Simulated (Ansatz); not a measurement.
# GdZnIn (P6_3/mmc): the equilibrium volume

At what volume is GdZnIn (P6_3/mmc) free of pressure?

Program: Ansatz 0.2.0. Level of theory: DFT PBEsol, scalar-relativistic, plane waves, PAW. These are calculated values, not measurements.

### 1 Starting point

Symmetry: P6_3/mmc, No. 194, hexagonal system. Conventional cell: a = 4.709 Å, b = 4.709 Å, c = 7.233 Å, α = 90.00°, β = 90.00°, γ = 120.00°. Around Gd (site symmetry -3m) lie 6 In at 3.26 Å and 6 Zn at 3.26 Å and 2 Gd at 3.62 Å. Around In (site symmetry -6m2) lie 3 Zn at 2.72 Å and 6 Gd at 3.26 Å. Around Zn (site symmetry -6m2) lie 3 In at 2.72 Å and 6 Gd at 3.26 Å.

As a file:

```xyz
6
Lattice="4.7086 0.0000 0.0000 -2.3543 4.0777 0.0000 0.0000 0.0000 7.2326" Properties=species:S:1:pos:R:3 pbc="T T T"
Gd    0.0000    0.0000    3.6163
Gd    0.0000    0.0000    0.0000
In    0.0000    2.7185    1.8081
In    2.3543    1.3592    5.4244
Zn    0.0000    2.7185    5.4244
Zn    2.3543    1.3592    1.8081
```

Starting moments: Gd 7.00 μB.

### 2 At the starting volume (PBEsol, 6×6×4 mesh)

input.yaml reads:

```yaml
crystal:
  lattice:
    - [4.70856273, 0.0, 0.0]
    - [-2.35428136, 4.07773494, 0.0]
    - [0.0, 0.0, 7.23259743]
  atoms:
    - { symbol: Gd, position: [0.0, 0.0, 0.5], spin: 7.0 }
    - { symbol: Gd, position: [0.0, 0.0, 0.0], spin: 7.0 }
    - { symbol: In, position: [0.3333333333, 0.6666666667, 0.25] }
    - { symbol: In, position: [0.6666666667, 0.3333333333, 0.75] }
    - { symbol: Zn, position: [0.3333333333, 0.6666666667, 0.75] }
    - { symbol: Zn, position: [0.6666666667, 0.3333333333, 0.25] }
basis:
  ecutwfc: 420
kpoints:
  mp_grid: { grid: [6, 6, 4] }
hamiltonian:
  xc: pbesol
scf:
  occupations: { method: gaussian, width: 0.1 }
  lower_state_search: "off"
output:
  forces: true
  stress: true
  eigenvalues: true
  populations: true
  hubbard: { sites: [{ species: Gd, l: f }] }
magnetization:
  spin_polarized: true
```

Command:

```
$ ansatz run input.yaml --threads 8 --pin off --max-ram 14336MiB --backend cpu --events-out ev --progress --plain --runs-dir out
```

After this run come: Relaxing cell and atoms.

What does the calculation give? Wanted: volume; pressure; conventional cell; gap on the mesh; spin moments in spheres.

**Answer**, as computed:

| quantity | value |
| --- | --- |
| volume | 22.176 Å³/atom |
| pressure | 0.00 GPa |
| conventional cell | a = 4.646 Å, b = 4.646 Å, c = 7.117 Å, α = 90.00°, β = 90.00°, γ = 120.00° |
| gap on the mesh | none (metal) |
| spin moments in spheres | Gd 7.12 μB |

In words: From the first run shown, the volume went from 23.14 to 22.18 Å³/atom (-4.2 %) in 2 runs, where the pressure is zero within 0.01 GPa. No U acts on the 4f shell, so its levels can lie too near the Fermi level. Spin–orbit coupling is left out, though the cell holds Gd; it splits the 4f levels.
